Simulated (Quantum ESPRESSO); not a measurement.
# SiC4 (Im-3m) in Quantum ESPRESSO: notebook, part 2 of 2

Quantum ESPRESSO 7.5.

## 3. Phonons, vdW-DF-cx

The input, pw.in:

```
&CONTROL
  calculation = 'scf'
  prefix = 'pwscf'
  outdir = './tmp'
  pseudo_dir = './pseudo'
  tprnfor = .true.
  tstress = .true.
  disk_io = 'low'
/
&SYSTEM
  ibrav = 0
  nat = 5
  ntyp = 2
  ecutwfc = 82
  nbnd = 16
  input_dft = 'vdw-df-cx'
  occupations = 'smearing'
  smearing = 'mv'
  degauss = 0.01469973
/
&ELECTRONS
  conv_thr = 1d-09
  electron_maxstep = 120
  mixing_beta = 0.5
/
ATOMIC_SPECIES
Si    28.0850 Si.upf
C     12.0110 C.upf
CELL_PARAMETERS angstrom
  -2.1882200000    2.1882200000    2.1882200000
   2.1882200000   -2.1882200000    2.1882200000
   2.1882200000    2.1882200000   -2.1882200000
ATOMIC_POSITIONS crystal
Si     0.0000000000    0.0000000000    0.0000000000
C      0.0000000000    0.0000000000    0.5000000000
C      0.0000000000    0.5000000000    0.0000000000
C      0.5000000000    0.0000000000    0.0000000000
C      0.5000000000    0.5000000000    0.5000000000
K_POINTS automatic
9 9 9 0 0 0
```

The input, relax.in:

```
&CONTROL
  calculation = 'vc-relax'
  prefix = 'pwscf'
  outdir = './tmp'
  pseudo_dir = './pseudo'
  tprnfor = .true.
  tstress = .true.
  disk_io = 'low'
  nstep = 40
  forc_conv_thr = 0.0001
  etot_conv_thr = 1d-06
/
&SYSTEM
  ibrav = 0
  nat = 5
  ntyp = 2
  ecutwfc = 82
  nbnd = 16
  input_dft = 'vdw-df-cx'
  occupations = 'smearing'
  smearing = 'mv'
  degauss = 0.01469973
/
&ELECTRONS
  conv_thr = 1d-09
  electron_maxstep = 120
  mixing_beta = 0.5
/
&IONS
  ion_dynamics = 'bfgs'
/
&CELL
  cell_dynamics = 'bfgs'
  press = 0
  press_conv_thr = 0.2
/
ATOMIC_SPECIES
Si    28.0850 Si.upf
C     12.0110 C.upf
CELL_PARAMETERS angstrom
  -2.1882200000    2.1882200000    2.1882200000
   2.1882200000   -2.1882200000    2.1882200000
   2.1882200000    2.1882200000   -2.1882200000
ATOMIC_POSITIONS crystal
Si     0.0000000000    0.0000000000    0.0000000000
C      0.0000000000    0.0000000000    0.5000000000
C      0.0000000000    0.5000000000    0.0000000000
C      0.5000000000    0.0000000000    0.0000000000
C      0.5000000000    0.5000000000    0.5000000000
K_POINTS automatic
9 9 9 0 0 0
```

The input, scf2.in:

```
&CONTROL
  calculation = 'scf'
  prefix = 'pwscf'
  outdir = './tmp'
  pseudo_dir = './pseudo'
  tprnfor = .true.
  tstress = .true.
  disk_io = 'low'
/
&SYSTEM
  ibrav = 0
  nat = 5
  ntyp = 2
  ecutwfc = 82
  nbnd = 16
  input_dft = 'vdw-df-cx'
  occupations = 'smearing'
  smearing = 'mv'
  degauss = 0.01469973
/
&ELECTRONS
  conv_thr = 1d-13
  electron_maxstep = 120
  mixing_beta = 0.5
  startingpot = 'file'
  startingwfc = 'file'
/
ATOMIC_SPECIES
Si    28.0850 Si.upf
C     12.0110 C.upf
CELL_PARAMETERS angstrom
  -2.1851464780    2.1851464780    2.1851464780
   2.1851464780   -2.1851464780    2.1851464780
   2.1851464780    2.1851464780   -2.1851464780
ATOMIC_POSITIONS crystal
Si     0.0000000000    0.0000000000    0.0000000000
C      0.0000000000    0.0000000000    0.5000000000
C      0.0000000000    0.5000000000    0.0000000000
C      0.5000000000    0.0000000000    0.0000000000
C      0.5000000000    0.5000000000    0.5000000000
K_POINTS automatic
9 9 9 0 0 0
```

The input, ph.in:

```
phonons of SiC4
&INPUTPH
  prefix = 'pwscf'
  outdir = './tmp'
  tr2_ph = 1d-18
  fildyn = 'dyn'
  niter_ph = 90
  alpha_mix(1) = 0.4
/
0.0000000000 0.0000000000 0.0000000000
```

The input, dynmat.in:

```
&INPUT
  fildyn = 'dyn'
  asr = 'crystal'
  filout = 'dynmat.disp'
  fileig = 'dynmat.eig'
/
```

Potentials or basis: PseudoDojo 0.4.1 SR PBE standard.

Started as:

```sh
> OMP_NUM_THREADS=1 mpirun -n 4 pw.x -nk 4 -in pw.in > pw.out
> OMP_NUM_THREADS=1 mpirun -n 4 pw.x -nk 4 -in relax.in > relax.out
> OMP_NUM_THREADS=1 mpirun -n 4 pw.x -nk 4 -in scf2.in > scf2.out
> OMP_NUM_THREADS=1 mpirun -n 4 ph.x -nk 4 -in ph.in > ph.out
> OMP_NUM_THREADS=1 mpirun -n 1 dynmat.x -in dynmat.in > dynmat.out
```

pw.out:

```text
This program is part of the open-source Quantum ESPRESSO suite
     for quantum simulation of materials; please cite
         "P. Giannozzi et al., J. Phys.:Condens. Matter 21 395502 (2009);
         "P. Giannozzi et al., J. Phys.:Condens. Matter 29 465901 (2017);
         "P. Giannozzi et al., J. Chem. Phys. 152 154105 (2020);
     in publications or presentations arising from this work. More details at

     IMPORTANT: XC functional enforced from input :
     Exchange-correlation= VDW-DF-CX
                           (   1   4  27   0   1   0   0)
     Any further DFT definition will be discarded
     Please, verify this is what you really want

     Message from routine setup:
     using ibrav=0 with symmetry is DISCOURAGED, use correct ibrav instead

     K-points division:     npool     =       4
     Subspace diagonalization in iterative solution of the eigenvalue problem:
     a serial algorithm will be used

     G-vector sticks info
     --------------------
     sticks:   dense  smooth     PW     G-vecs:    dense   smooth      PW
     Sum        1259    1259    375                28483    28483    4537

     Using Slab Decomposition

     bravais-lattice index     =            0
     lattice parameter (alat)  =       7.1623  a.u.
     unit-cell volume          =     282.8326 (a.u.)^3
     number of atoms/cell      =            5
     number of atomic types    =            2
     number of electrons       =        20.00
     number of Kohn-Sham states=           16
     kinetic-energy cutoff     =      82.0000  Ry
     charge density cutoff     =     328.0000  Ry
[... 132 lines left out ...]

     Starting wfcs are   20 randomized atomic wfcs

     Self-consistent Calculation

     iteration #  1     ecut=    82.00 Ry     beta= 0.50
     Davidson diagonalization with overlap
     ethr =  1.00E-02,  avg # of iterations =  2.1

     Threshold (ethr) on eigenvalues was too large:
     Diagonalizing with lowered threshold

     Davidson diagonalization with overlap
     ethr =  4.69E-04,  avg # of iterations =  1.9

     total energy              =     -55.68034940 Ry
     estimated scf accuracy    <       0.09961713 Ry
[... 43 lines left out ...]
     iteration #  8     ecut=    82.00 Ry     beta= 0.50
     Davidson diagonalization with overlap
     ethr =  6.82E-12,  avg # of iterations =  4.1

     End of self-consistent calculation

          k = 0.0000 0.0000 0.0000 (  3559 PWs)   bands (ev):

    -7.9057   2.3857   2.3857   2.3857   2.5100   2.5100   2.5100   6.1773
     6.1773   6.1773  11.7073  13.8254  13.8254  13.8254  15.7122  15.8268
[... 168 lines left out ...]
    -3.5100  -2.5473  -2.5473  -1.9231   2.5028   2.7669   6.3799   6.9555
     6.9555   8.5865  14.5047  14.5047  14.7795  16.0699  16.0700  16.2958

     the Fermi energy is    10.3790 ev

!    total energy              =     -55.68278364 Ry
     estimated scf accuracy    <          2.1E-10 Ry
     smearing contrib. (-TS)   =      -0.00074685 Ry
     internal energy E=F+TS    =     -55.68203678 Ry

     The total energy is F=E-TS. E is the sum of the following terms:
     one-electron contribution =      16.81645685 Ry
     hartree contribution      =       4.33442470 Ry
     xc contribution           =     -19.67329197 Ry
     ewald contribution        =     -57.15962636 Ry

     convergence has been achieved in   8 iterations

     Forces acting on atoms (cartesian axes, Ry/au):

     atom    1 type  1   force =     0.00000000    0.00000000    0.00000000
     atom    2 type  2   force =    -0.00000000   -0.00000000    0.00000000
     atom    3 type  2   force =    -0.00000000    0.00000000   -0.00000000
     atom    4 type  2   force =    -0.00000000    0.00000000   -0.00000000
     atom    5 type  2   force =    -0.00000000    0.00000000   -0.00000000

     Total force =     0.000000     Total SCF correction =     0.000000

     Computing stress (Cartesian axis) and pressure

          total   stress  (Ry/bohr**3)                   (kbar)     P=       -7.10
  -0.00004827  -0.00000000  -0.00000000           -7.10       -0.00       -0.00
  -0.00000000  -0.00004827  -0.00000000           -0.00       -7.10       -0.00
  -0.00000000  -0.00000000  -0.00004827           -0.00       -0.00       -7.10

=------------------------------------------------------------------------------=
   JOB DONE.
=------------------------------------------------------------------------------=
```

relax.out:

```text
This program is part of the open-source Quantum ESPRESSO suite
     for quantum simulation of materials; please cite
         "P. Giannozzi et al., J. Phys.:Condens. Matter 21 395502 (2009);
         "P. Giannozzi et al., J. Phys.:Condens. Matter 29 465901 (2017);
         "P. Giannozzi et al., J. Chem. Phys. 152 154105 (2020);
[... 1423 lines left out ...]
   0.00000000  -0.00000036  -0.00000000            0.00       -0.05       -0.00
   0.00000000  -0.00000000  -0.00000036            0.00       -0.00       -0.05

=------------------------------------------------------------------------------=
   JOB DONE.
=------------------------------------------------------------------------------=
```

scf2.out:

```text
This program is part of the open-source Quantum ESPRESSO suite
     for quantum simulation of materials; please cite
         "P. Giannozzi et al., J. Phys.:Condens. Matter 21 395502 (2009);
         "P. Giannozzi et al., J. Phys.:Condens. Matter 29 465901 (2017);
         "P. Giannozzi et al., J. Chem. Phys. 152 154105 (2020);
[... 389 lines left out ...]
   0.00000000  -0.00000036   0.00000000            0.00       -0.05        0.00
   0.00000000   0.00000000  -0.00000036            0.00        0.00       -0.05

=------------------------------------------------------------------------------=
   JOB DONE.
=------------------------------------------------------------------------------=
```

It took 10 min on 4 MPI ranks of Arm Neoverse V1, shared host; peak memory 1 GiB.

Results:

* Free energy: -757.6031 eV
* Relaxed volume: 8.35 Å³/atom
* Relaxed cell: a = 3.785 Å, b = 3.785 Å, c = 3.785 Å, α = 109.47°, β = 109.47°, γ = 109.47°
* Space group after relaxing (to 0.05 Å): Im-3m (No. 229)
* Pressure after relaxing: 0.0 GPa
* Band gap on the k mesh: none (metal or under the smearing width)
* Highest phonon frequency at Γ: 895 cm⁻¹
* Most unstable mode: 568i cm⁻¹

The path:
| step | energy change (eV) | largest force (eV/Å) | pressure (GPa) | volume (Å³) |
| --- | --- | --- | --- | --- |
| 1 | 0.0000 | 0.0000 | -0.71 | 41.91 |
| 2 | -0.0004 | 0.0000 | -0.10 | 41.76 |
| 3 | -0.0004 | 0.0000 | 0.00 | 41.74 |

Final structure:
```
Si C
1.0
    -2.18515    2.18515    2.18515
     2.18515   -2.18515    2.18515
     2.18515    2.18515   -2.18515
Si C
1 4
Direct
  0.00000 0.00000 0.00000
  0.00000 0.00000 0.50000
  0.00000 0.50000 0.00000
  0.50000 0.00000 0.00000
  0.50000 0.50000 0.50000
```

Phonon frequencies in cm⁻¹ (negative: imaginary):
```
              q point                                                  frequencies
(0.000, 0.000, 0.000)  -568 -568 -568 -493 -493 -493 3 3 3 368 368 797 895 895 895
```

Optical modes at Γ, degenerate ones joined:
```csv
cm⁻¹,components,symmetry,active in
568i,3,T1u,IR
493i,3,T2u,silent
368,2,Eu,silent
798,1,A2u,silent
895,3,T1u,IR
```

Caveat: the potentials were made for another functional, which shifts forces and pressure; some modes are imaginary.
